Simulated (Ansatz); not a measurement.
# H4I2N2Zr: the cost of one run

Program: Ansatz 0.2.0, Gaussian basis. Level of theory: RKS PBE0-D4/def2-TZVP. These are calculated values, not measurements.

Plan: relaxation at PBE0-D4/def2-TZVP; harmonic vibrations at the same level.

1 further run of the same task is left out (set aside as unsound or not needed). Runs told in other sessions of the task aren't counted.

## Step 1: The system as given

9 atoms, charge 0, spin multiplicity 1.

Atoms are counted from 1 here; the program's logs count them from 0.

Bond lengths: N1–Zr2 2.002 Å, N1–H6 1.025 Å, N1–H7 1.024 Å, Zr2–N3 2.002 Å, Zr2–I4 2.807 Å, Zr2–I5 2.807 Å, N3–H8 1.025 Å, N3–H9 1.025 Å. Angles: Zr2–N1–H6 124.2°, Zr2–N1–H7 126.1°, H6–N1–H7 106.4°, N1–Zr2–N3 116.6°, N1–Zr2–I4 107.7°, N1–Zr2–I5 109.9°, N3–Zr2–I4 109.7°, N3–Zr2–I5 108.0°, I4–Zr2–I5 104.2°, Zr2–N3–H8 125.6°, Zr2–N3–H9 124.3°, H8–N3–H9 106.4°.

As a file:

```mol
H4I2N2Zr
  3D, bonds by distance, orders not assigned

  9  8  0  0  0  0  0  0  0  0999 V2000
    1.3785    1.0133   -0.5018 N   0  0
   -0.4050    0.1260   -0.3015 Zr  0  0
   -0.5611   -1.2611    1.1341 N   0  0
   -1.0812   -1.0012   -2.7822 I   0  0
   -2.3919    2.0594    0.1385 I   0  0
    2.1439    0.6436   -1.0741 H   0  0
    1.8025    1.6700    0.1596 H   0  0
   -0.1481   -2.1983    1.1058 H   0  0
   -0.7376   -1.0518    2.1215 H   0  0
  1  2  8  0
  2  3  8  0
  2  4  8  0
  2  5  8  0
  1  6  8  0
  1  7  8  0
  3  8  8  0
  3  9  8  0
M  END
```

The start is a GFN2-xTB geometry. Zr, I take the def2 core potential; no spin-orbit term is included.

## Step 2: Geometry optimisation, PBE0-D4/def2-TZVP

in.yaml reads:

```yaml
crystal:
  periodic: [false, false, false]
  atoms:
    - {symbol: N, position_ang: [1.378520, 1.013300, -0.501750]}
    - {symbol: Zr, position_ang: [-0.405040, 0.126040, -0.301500]}
    - {symbol: N, position_ang: [-0.561080, -1.261050, 1.134110]}
    - {symbol: I, position_ang: [-1.081230, -1.001180, -2.782170]}
    - {symbol: I, position_ang: [-2.391910, 2.059380, 0.138500]}
    - {symbol: H, position_ang: [2.143940, 0.643630, -1.074060]}
    - {symbol: H, position_ang: [1.802490, 1.669980, 0.159590]}
    - {symbol: H, position_ang: [-0.148090, -2.198270, 1.105800]}
    - {symbol: H, position_ang: [-0.737600, -1.051830, 2.121470]}
basis:
  gaussian: {orbitals: def2-TZVP}
hamiltonian: {xc: pbe0, dispersion: d4}
relax: {f_tol: 0.005, max_steps: 150}
```

Launch:

```sh
$ ansatz run in.yaml --threads 4 --pin off --events-out ev --progress --plain --max-ram 11315MiB
```

**Question.** How long does this run take on 4 threads of Arm Neoverse V1, shared host, and how much memory does it need?

About 2.3 min, with a peak of 0.82 GiB.
